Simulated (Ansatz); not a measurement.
Wanted: the native input for an Ansatz 0.2.0 run.

| Quantity | Value |
| --- | --- |
| Task | single point |
| Functional | PBE |
| Potentials or basis | SPMS NC |
| Cutoff | 1034 eV (not typed: the program's choice for these potentials) |
| k mesh | 5 × 5 × 4 |
| Occupations | fermi-dirac, width 0.05 eV |
| Spin | no spin polarisation |

Crystal: Hf2Pd2Se2Br2O3.

```
Hf Pd Se Br O
1.0
     5.76070    0.00000    0.00000
    -0.52247    5.84720    0.00000
    -1.48845   -0.88663    6.65037
Hf Pd Se Br O
2 2 2 2 3
Direct
  0.74540 0.39602 0.34989
  0.28763 0.45322 0.59401
  0.90854 0.13294 0.84849
  0.25249 0.90323 0.35874
  0.63469 0.40355 0.93716
  0.62597 0.78174 0.53023
  0.85273 0.99089 0.15355
  0.22526 0.82084 0.86223
  0.96040 0.28925 0.59026
  0.43233 0.24524 0.40864
  0.07457 0.58308 0.36682
```

The cell was built by a generator and needn't be a form met in nature.

These files were run (other wordings do the same):

input.yaml

```yaml
crystal:
  lattice:
    - [5.7607, 0.0, 0.0]
    - [-0.52247, 5.8472, 0.0]
    - [-1.48845, -0.88663, 6.65037]
  atoms:
    - { symbol: Hf, position: [0.7454, 0.39602, 0.34989] }
    - { symbol: Hf, position: [0.28763, 0.45322, 0.59401] }
    - { symbol: Pd, position: [0.90854, 0.13294, 0.84849] }
    - { symbol: Pd, position: [0.25249, 0.90323, 0.35874] }
    - { symbol: Se, position: [0.63469, 0.40355, 0.93716] }
    - { symbol: Se, position: [0.62597, 0.78174, 0.53023] }
    - { symbol: Br, position: [0.85273, 0.99089, 0.15355] }
    - { symbol: Br, position: [0.22526, 0.82084, 0.86223] }
    - { symbol: O, position: [0.9604, 0.28925, 0.59026] }
    - { symbol: O, position: [0.43233, 0.24524, 0.40864] }
    - { symbol: O, position: [0.07457, 0.58308, 0.36682] }
hamiltonian:
  xc: pbe
  pseudopotentials: { kind: nc, source: spms }
kpoints:
  mp_grid: { grid: [5, 5, 4] }
scf:
  occupations: { method: fermi_dirac, width: 0.05 }
output:
  forces: true
  stress: true
  eigenvalues: true
```

Potentials or basis: SPMS NC.

The run is started by

```sh
$ ansatz run input.yaml --threads 8 --pin off --max-ram 20480MiB --backend cpu --events-out ev --progress --plain --runs-dir out
```

It gave:

```json
{
 "Pressure": "-0.3 GPa",
 "Largest force": "0.218 eV/Å",
 "Band gap on the k mesh": "0.19 eV, indirect (least direct gap 0.45 eV)"
}
```

Caveat: odd divisions of the mesh miss points on the zone boundary, where band edges often lie, so the gap on the mesh can be too wide; spin-orbit coupling is left out, which moves the levels of the heavy elements.

Run time: 55 s on 8 threads of Arm Neoverse V1, on a shared host, peak memory 3.3 GiB.
